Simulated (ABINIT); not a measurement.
# NbSi (Fm-3m) in ABINIT: single point with PBE+D2

Aim: the single point of NbSi with PBE+D2.

Program: ABINIT 10.8.3 (patched build). These are calculated values, not measurements. Logs are shortened: lines on timing, memory, paths and dates and some standing lists are left out, and cuts for length are marked. The log counts tension as positive stress, the text compression.

**1. Starting point**

The structure is cubic, space group Fm-3m (No. 225). The conventional cell has a = 5.148 Å, b = 5.148 Å, c = 5.148 Å, α = 90.00°, β = 90.00°, γ = 90.00°. Nb (site symmetry m-3m) is surrounded by 6 Si at 2.57 Å. Si (site symmetry m-3m) has 6 Nb at 2.57 Å as nearest neighbours.

The cell was built by a generator and needn't be a form met in nature.

**2. Single point, PBE+D2**

The input, run.abi:

```
# Pseudopotentials
pp_dirpath "./"
pseudos "41_Nb_13_1.5_1.7_pbe_n_v1.0.psp8, 14_Si_4_1.9_1.9_pbe_n_v1.0.psp8"

# Structure
acell 3*1.0 Angstrom
rprim
     0.0000000000     2.5738300000     2.5738300000
     2.5738300000     0.0000000000     2.5738300000
     2.5738300000     2.5738300000     0.0000000000
ntypat 2
znucl 41 14
natom 2
typat 1 2
xcart
     0.0000000000     0.0000000000     0.0000000000
     2.5738300000     2.5738300000     2.5738300000 Angstrom

# Plane-wave basis
ecut 26.0

# k points
kptopt 1
ngkpt 7 7 7
nshiftk 1
shiftk 0.0 0.0 0.0

# Exchange and correlation
ixc 11
vdw_xc 5

# Bands and occupations
nband 13
occopt 3
tsmear 0.05 eV

# SCF cycle
nstep 100
tolvrs 1.0e-10

# Output
iomode 3
prtwf 0
prteig 0
prtebands 0
enunit 2
prtden 1
prtvha 1
prtvclmb 1
prtpot 1
prtelf 1
```

Potentials or basis: SPMS NC PBE v1.0.

Launch:

```console
> abinit run.abi > log 2>&1
```

run.abo:

```text
.Version 10.8.3 of ABINIT
 Symmetries : space group Fm -3 m (#225); Bravais cF (face-center cubic)
================================================================================
 Values of the parameters that define the memory need of the present run
     intxc =       0    ionmov =       0      iscf =       7    lmnmax =       6
     lnmax =       6     mgfft =      32  mpssoang =       3    mqgrid =    3001
     natom =       2  nloc_mem =       1    nspden =       1   nspinor =       1
    nsppol =       1      nsym =      48    n1xccc =    2501    ntypat =       2
    occopt =       3   xclevel =       2
       mpw =        1471          nfft =       32768          nkpt =          20
================================================================================
================================================================================

--------------------------------------------------------------------------------
------------- Echo of variables that govern the present computation ------------
--------------------------------------------------------------------------------
 -outvars: echo values of preprocessed input variables --------
            acell      1.8897261259E+00  1.8897261259E+00  1.8897261259E+00 Bohr
              amu      9.29063800E+01  2.80855000E+01
             ecut      2.60000000E+01 Hartree
           enunit           2
              ixc          11
         kptrlatt        7    0    0      0    7    0      0    0    7
          kptrlen      4.81494980E+01
            natom           2
            nband          13
            ngfft          32      32      32
             nkpt          20
            nstep         100
             nsym          48
           ntypat           2
           occopt           3
        prtebands           0
           prteig           0
           prtelf           1
           prtpot           1
         prtvclmb           1
           prtvha           1
            prtwf           0
            rprim      0.0000000000E+00  2.5738300000E+00  2.5738300000E+00
                       2.5738300000E+00  0.0000000000E+00  2.5738300000E+00
                       2.5738300000E+00  2.5738300000E+00  0.0000000000E+00
          spgroup         225
           tolvrs      1.00000000E-10
           tsmear      1.83746611E-03 Hartree
            typat      1  2
           vdw_xc           5
           xangst      0.0000000000E+00  0.0000000000E+00  0.0000000000E+00
                       2.5738300000E+00  2.5738300000E+00  2.5738300000E+00
            xcart      0.0000000000E+00  0.0000000000E+00  0.0000000000E+00
                       4.8638337946E+00  4.8638337946E+00  4.8638337946E+00
             xred      0.0000000000E+00  0.0000000000E+00  0.0000000000E+00
                       5.0000000000E-01  5.0000000000E-01  5.0000000000E-01
            znucl       41.00000   14.00000

================================================================================

 chkinp: Checking input parameters for consistency.

================================================================================
== DATASET  1 ==================================================================

--- !DatasetInfo
iteration_state: {dtset: 1, }
dimensions: {natom: 2, nkpt: 20, mband: 13, nsppol: 1, nspinor: 1, nspden: 1, mpw: 1471, }
cutoff_energies: {ecut:  26.0, pawecutdg:  -1.0, }
electrons: {nelect:   1.70000000E+01, charge:   0.00000000E+00, occopt:   3.00000000E+00, tsmear:   1.83746611E-03, }
meta: {optdriver: 0, ionmov: 0, optcell: 0, iscf: 7, paral_kgb: 0, }
...

 Exchange-correlation functional for the present dataset will be:
  GGA: Perdew-Burke-Ernzerhof functional - ixc=11
  J.P.Perdew, K.Burke, M.Ernzerhof, PRL 77, 3865 (1996)

 Real(R)+Recip(G) space primitive vectors, cartesian coordinates (Bohr,Bohr^-1):
 R(1)=  0.0000000  4.8638338  4.8638338  G(1)= -0.1027996  0.1027996  0.1027996
 R(2)=  4.8638338  0.0000000  4.8638338  G(2)=  0.1027996 -0.1027996  0.1027996
 R(3)=  4.8638338  4.8638338  0.0000000  G(3)=  0.1027996  0.1027996 -0.1027996
 Unit cell volume ucvol=  2.3012626E+02 bohr^3
 Angles (23,13,12)=  6.00000000E+01  6.00000000E+01  6.00000000E+01 degrees

 getcut: wavevector=  0.0000  0.0000  0.0000  ngfft=  32  32  32
         ecut(hartree)=     26.000   => boxcut(ratio)=   2.02677

--- Pseudopotential description ------------------------------------------------
- pspini: atom type   1  psp file is ./41_Nb_13_1.5_1.7_pbe_n_v1.0.psp8
    8   11    2    4       600   0.00000      pspcod,pspxc,lmax,lloc,mmax,r2well
    5.99000000000000    5.00000000000000    0.00000000000000   rchrg,fchrg,qchrg
     nproj     2     2     2
     extension_switch     1

- pspini: atom type   2  psp file is ./14_Si_4_1.9_1.9_pbe_n_v1.0.psp8
    8   11    2    4       600   0.00000      pspcod,pspxc,lmax,lloc,mmax,r2well
    5.99000000000000    4.00000000000000    0.00000000000000   rchrg,fchrg,qchrg
     nproj     2     2     2
     extension_switch     1

   5.03937178E+02                                ecore*ucvol(ha*bohr**3)
--------------------------------------------------------------------------------

================================================================================

--- !BeginCycle
iteration_state: {dtset: 1, }
solver: {iscf: 7, nstep: 100, nline: 4, wfoptalg: 0, }
tolerances: {tolvrs: 1.00E-10, }
...

     iter   Etot(hartree)      deltaE(h)  residm     vres2
 ETOT  1  -66.717657232714    -6.672E+01 1.061E-01 3.445E+02
 ETOT  2  -66.718339578434    -6.823E-04 1.059E-02 3.917E+02
 ETOT  3  -66.837869750030    -1.195E-01 3.514E-03 6.187E-01
 ETOT  4  -66.838059206668    -1.895E-04 4.398E-03 5.995E-02
 ETOT  5  -66.838075368993    -1.616E-05 1.992E-03 2.921E-03
 ETOT  6  -66.838076249788    -8.808E-07 1.786E-03 6.723E-05
 ETOT  7  -66.838076268953    -1.916E-08 5.026E-04 1.185E-08
 ETOT  8  -66.838076268957    -3.695E-12 4.340E-04 3.778E-09
 ETOT  9  -66.838076268958    -1.492E-12 1.094E-04 1.168E-11

 At SCF step    9       vres2   =  1.17E-11 < tolvrs=  1.00E-10 =>converged.

 Compute ELF
--------------------------------------------------------------------------------

 Compute kinetic energy density

 Compute gradient of the electron density
 Electron Localization Function (ELF) [min:0;max:1]
)     Maximum=    8.5503E-01  at reduced coord.    0.1250    0.8750    0.9063
)     Minimum=    1.6623E-06  at reduced coord.    0.5000    0.5000    0.5000
   Integrated=    9.6946E+01

--------------------------------------------------------------------------------
 End of ELF section

 Cartesian components of stress tensor (hartree/bohr^3)
  sigma(1 1)=  2.13312626E-04  sigma(3 2)=  0.00000000E+00
  sigma(2 2)=  2.13312626E-04  sigma(3 1)=  0.00000000E+00
  sigma(3 3)=  2.13312626E-04  sigma(2 1)=  0.00000000E+00

--- !ResultsGS
iteration_state: {dtset: 1, }
comment   : Summary of ground state results
lattice_vectors:
- [  0.0000000,   4.8638338,   4.8638338, ]
- [  4.8638338,   0.0000000,   4.8638338, ]
- [  4.8638338,   4.8638338,   0.0000000, ]
lattice_lengths: [   6.87850,    6.87850,    6.87850, ]
lattice_angles: [ 60.000,  60.000,  60.000, ] # degrees, (23, 13, 12)
lattice_volume:   2.3012626E+02
convergence: {deltae: -1.492E-12, res2:  1.168E-11, residm:  1.094E-04, diffor: null, }
etotal    :  -6.68380763E+01
entropy   :   0.00000000E+00
fermie    :   3.89790824E-01
cartesian_stress_tensor: # hartree/bohr^3
- [  2.13312626E-04,   0.00000000E+00,   0.00000000E+00, ]
- [  0.00000000E+00,   2.13312626E-04,   0.00000000E+00, ]
- [  0.00000000E+00,   0.00000000E+00,   2.13312626E-04, ]
pressure_GPa:  -6.2759E+00
xred      :
- [  0.0000E+00,   0.0000E+00,   0.0000E+00, Nb]
- [  5.0000E-01,   5.0000E-01,   5.0000E-01, Si]
cartesian_forces: # hartree/bohr
- [ -0.00000000E+00,  -0.00000000E+00,  -0.00000000E+00, ]
- [ -0.00000000E+00,  -0.00000000E+00,  -0.00000000E+00, ]
force_length_stats: {min:   0.00000000E+00, max:   0.00000000E+00, mean:   0.00000000E+00, }
...

 Integrated electronic density in atomic spheres:
 ------------------------------------------------
 Atom  Sphere_radius  Integrated_density
    1        2.00000          9.43339339
    2        2.00000          1.84855303
================================================================================

 ----iterations are completed or convergence reached----

 Mean square residual over all n,k,spin=   65.762E-08; max=  10.942E-05
 reduced coordinates (array xred) for    2 atoms
       0.000000000000      0.000000000000      0.000000000000
       0.500000000000      0.500000000000      0.500000000000
 rms dE/dt=  0.0000E+00; max dE/dt=  0.0000E+00; dE/dt below (all hartree)
    1       0.000000000000      0.000000000000      0.000000000000
    2       0.000000000000      0.000000000000      0.000000000000

 cartesian coordinates (angstrom) at end:
    1      0.00000000000000     0.00000000000000     0.00000000000000
    2      2.57383000000000     2.57383000000000     2.57383000000000

 cartesian forces (hartree/bohr) at end:
    1     -0.00000000000000    -0.00000000000000    -0.00000000000000
    2     -0.00000000000000    -0.00000000000000    -0.00000000000000
 frms,max,avg= 0.0000000E+00 0.0000000E+00   0.000E+00  0.000E+00  0.000E+00 h/b

 cartesian forces (eV/Angstrom) at end:
    1     -0.00000000000000    -0.00000000000000    -0.00000000000000
    2     -0.00000000000000    -0.00000000000000    -0.00000000000000
 frms,max,avg= 0.0000000E+00 0.0000000E+00   0.000E+00  0.000E+00  0.000E+00 e/A
 length scales=  1.889726125908  1.889726125908  1.889726125908 bohr
              =  1.000000000000  1.000000000000  1.000000000000 angstroms
 Fermi (or HOMO) energy (hartree) =   0.38979   Average Vxc (hartree)=  -0.43020
 Eigenvalues (hartree) for nkpt=  20  k points:
 kpt#   1, nband= 13, wtk=  0.00292, kpt=  0.0000  0.0000  0.0000 (reduced coord)
  -1.64440   -0.76358   -0.76358   -0.76358   -0.00502    0.34103    0.34103    0.34103
   0.36088    0.36088    0.47609    0.47609    0.47609
      occupation numbers for kpt#   1
   2.00000    2.00000    2.00000    2.00000    2.00000    2.00000    2.00000    2.00000
   2.00000    2.00000    0.00000    0.00000    0.00000
 prteigrs : prtvol=0 or 1, do not print more k-points.

 Fermi (or HOMO) energy (eV) =  10.60675   Average Vxc (eV)= -11.70634
 Eigenvalues (   eV  ) for nkpt=  20  k points:
 kpt#   1, nband= 13, wtk=  0.00292, kpt=  0.0000  0.0000  0.0000 (reduced coord)
 -44.74630  -20.77819  -20.77819  -20.77819   -0.13653    9.27997    9.27997    9.27997
   9.81997    9.81997   12.95502   12.95502   12.95502
 prteigrs : prtvol=0 or 1, do not print more k-points.

--- !EnergyTerms
iteration_state     : {dtset: 1, }
comment             : Components of total free energy in Hartree
kinetic             :  1.93812903582499E+01
hartree             :  1.06219918453910E+01
xc                  : -1.47896303260808E+01
Ewald energy        : -4.94225206047220E+01
psp_core            :  2.18982911832865E+00
local_psp           : -4.15050258819886E+01
non_local_psp       :  6.72294670065204E+00
VdWaals_dft_d       : -3.63821372771447E-02
internal            : -6.68375009274469E+01
'-kT*entropy'       : -5.75341511294428E-04
total_energy        : -6.68380762689582E+01
total_energy_eV     : -1.81875670929296E+03
band_energy         : -5.73554165850300E+00
...

 Cartesian components of stress tensor (hartree/bohr^3)
  sigma(1 1)=  2.13312626E-04  sigma(3 2)=  0.00000000E+00
  sigma(2 2)=  2.13312626E-04  sigma(3 1)=  0.00000000E+00
  sigma(3 3)=  2.13312626E-04  sigma(2 1)=  0.00000000E+00

-Cartesian components of stress tensor (GPa)         [Pressure= -6.2759E+00 GPa]
- sigma(1 1)=  6.27587412E+00  sigma(3 2)=  0.00000000E+00
- sigma(2 2)=  6.27587412E+00  sigma(3 1)=  0.00000000E+00
- sigma(3 3)=  6.27587412E+00  sigma(2 1)=  0.00000000E+00

== END DATASET(S) ==============================================================
================================================================================

 -outvars: echo values of variables after computation  --------
            acell      1.8897261259E+00  1.8897261259E+00  1.8897261259E+00 Bohr
           etotal     -6.6838076269E+01
            fcart     -0.0000000000E+00 -0.0000000000E+00 -0.0000000000E+00
                      -0.0000000000E+00 -0.0000000000E+00 -0.0000000000E+00
            rprim      0.0000000000E+00  2.5738300000E+00  2.5738300000E+00
                       2.5738300000E+00  0.0000000000E+00  2.5738300000E+00
                       2.5738300000E+00  2.5738300000E+00  0.0000000000E+00
           strten      2.1331262558E-04  2.1331262558E-04  2.1331262558E-04
                       0.0000000000E+00  0.0000000000E+00  0.0000000000E+00
           xangst      0.0000000000E+00  0.0000000000E+00  0.0000000000E+00
                       2.5738300000E+00  2.5738300000E+00  2.5738300000E+00
             xred      0.0000000000E+00  0.0000000000E+00  0.0000000000E+00
                       5.0000000000E-01  5.0000000000E-01  5.0000000000E-01
 Calculation completed.
```

Wall time 6.7 s (1 thread of Intel Xeon 6975P-C (Granite Rapids), shared host); peak memory 0.06 GiB.

Results:

| Quantity | Value |
| --- | --- |
| Free energy | -1818.7567 eV |
| Pressure | -6.3 GPa |
| Band gap on the k mesh | none (metal or under the smearing width) |
| Valence electrons inside the program's atomic spheres | Nb 9.43; Si 1.85 |

Caveat: pairwise dispersion overbinds metals, which lowers pressure and volume.
